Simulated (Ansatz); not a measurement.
# CH8AlGaOSi: one species, many methods

The task here is to estimate one member of a computed series from the others.

Program: Ansatz 0.2.0, Gaussian basis. Level of theory: functionals in def2-TZVPP, the program's frozen cores in correlated methods. These are calculated values, not measurements.

Plan: LDA (SPW92), PBE-D4, revPBE-D4, BLYP-D4, r2SCAN-D4, B97M-V, PBE0-D4, B3LYP-D4, r2SCANh-D4, r2SCAN0-D4, HSE06-D4, BHLYP-D4, CAM-B3LYP-D4, LC-ωPBE, ωB97X-V, ωB97M-V, B2PLYP, PBE-QIDH; CCSD(T)/def2-SVP; CCSD(T)/def2-TZVPP; MP2/def2-QZVPP; extrapolation to the limit; RPA on PBE.

## Structure used throughout

All runs share one geometry, relaxed beforehand with PBE0-D4 in a triple-zeta def2 set.

SMILES `[CH3][AlH][O][SiH2][GaH2]`, 13 atoms, charge 0, spin multiplicity 1.

Atoms are counted from 1 here; the program's logs count them from 0.

Bond lengths: C1–Al2 1.942 Å, C1–H6 1.095 Å, C1–H7 1.093 Å, C1–H8 1.095 Å, Al2–O3 1.687 Å, Al2–H9 1.584 Å, O3–Si4 1.628 Å, Si4–Ga5 2.417 Å, Si4–H10 1.495 Å, Si4–H11 1.495 Å, Ga5–H12 1.576 Å, Ga5–H13 1.578 Å. Angles: Al2–C1–H6 110.9°, Al2–C1–H7 112.5°, Al2–C1–H8 111.0°, H6–C1–H7 107.9°, H6–C1–H8 106.5°, H7–C1–H8 107.9°, C1–Al2–O3 118.6°, C1–Al2–H9 124.7°, O3–Al2–H9 116.7°, Al2–O3–Si4 174.5°, O3–Si4–Ga5 112.2°, O3–Si4–H10 110.0°, O3–Si4–H11 109.5°, Ga5–Si4–H10 109.5°, Ga5–Si4–H11 109.5°, H10–Si4–H11 105.9°, Si4–Ga5–H12 121.7°, Si4–Ga5–H13 121.4° and more.

The first run:

in.yaml reads:

```yaml
crystal:
  periodic: [false, false, false]
  atoms:
    - {symbol: C, position_ang: [-2.832539, -0.405696, 0.224713]}
    - {symbol: Al, position_ang: [-1.120338, -0.862778, 1.018949]}
    - {symbol: O, position_ang: [0.275524, -0.673196, 0.091212]}
    - {symbol: Si, position_ang: [1.697257, -0.455034, -0.671117]}
    - {symbol: Ga, position_ang: [2.542513, 1.793804, -0.402558]}
    - {symbol: H, position_ang: [-2.847183, 0.641500, -0.094462]}
    - {symbol: H, position_ang: [-3.666459, -0.558258, 0.914177]}
    - {symbol: H, position_ang: [-3.021672, -1.006542, -0.670617]}
    - {symbol: H, position_ang: [-0.926618, -1.406827, 2.493384]}
    - {symbol: H, position_ang: [2.706539, -1.432074, -0.158760]}
    - {symbol: H, position_ang: [1.535684, -0.758209, -2.126253]}
    - {symbol: H, position_ang: [3.897698, 2.252544, -1.063842]}
    - {symbol: H, position_ang: [1.759585, 2.870776, 0.445175]}
basis:
  gaussian: {orbitals: def2-TZVPP}
hamiltonian: {xc: lda}
output: {orbitals: {seedname: orbitals}}
```

Started as:

```console
ansatz run in.yaml --threads 2 --pin off --events-out ev --progress --plain --max-ram 22528MiB --backend cuda --devices 0, --max-vram 18GiB
```

Among the steps run: LDA; PBE-D4 (GGA); revPBE-D4 (GGA); BLYP-D4 (GGA); r2SCAN-D4 (meta-GGA); B97M-V (meta-GGA); B3LYP-D4 (hybrid); r2SCANh-D4 (hybrid); r2SCAN0-D4 (hybrid); HSE06-D4 (hybrid); BHLYP-D4 (hybrid); CAM-B3LYP-D4 (range-separated); LC-ωPBE (range-separated); ωB97X-V (range-separated); ωB97M-V (range-separated); B2PLYP (double hybrid); PBE-QIDH (double hybrid).

One of the session's tables, all rows but one given; the rest of the session is left out.

It belongs to the step «Orbital energies across the functionals». 

| functional | HOMO (eV) | LUMO (eV) | gap (eV) |
| --- | --- | --- | --- |
| LDA (SPW92) | -6.12 | -3.04 | 3.08 |
| PBE-D4 | -6.01 | -2.79 | 3.22 |
| revPBE-D4 | ? | ? | ? |
| BLYP-D4 | -5.89 | -2.72 | 3.17 |
| r2SCAN-D4 | -6.26 | -2.57 | 3.69 |
| B97M-V | -6.37 | -2.79 | 3.57 |
| PBE0-D4 | -7.09 | -1.99 | 5.10 |
| B3LYP-D4 | -6.91 | -2.25 | 4.66 |
| r2SCANh-D4 | -6.66 | -2.29 | 4.37 |
| r2SCAN0-D4 | -7.25 | -1.87 | 5.38 |
| HSE06-D4 | -6.70 | -2.36 | 4.34 |
| BHLYP-D4 | -8.08 | -1.23 | 6.85 |
| CAM-B3LYP-D4 | -8.36 | -1.08 | 7.28 |
| LC-ωPBE | -9.63 | 0.10 | 9.73 |
| ωB97X-V | -9.32 | -0.06 | 9.26 |
| ωB97M-V | -9.13 | -0.28 | 8.85 |

Q: Estimate the row for revPBE-D4 from the others.

**Answer.** HOMO (eV): -5.97; LUMO (eV): -2.67; gap (eV): 3.29. In the column «HOMO (eV)» it lies between PBE-D4 (-6.01) and BLYP-D4 (-5.89).
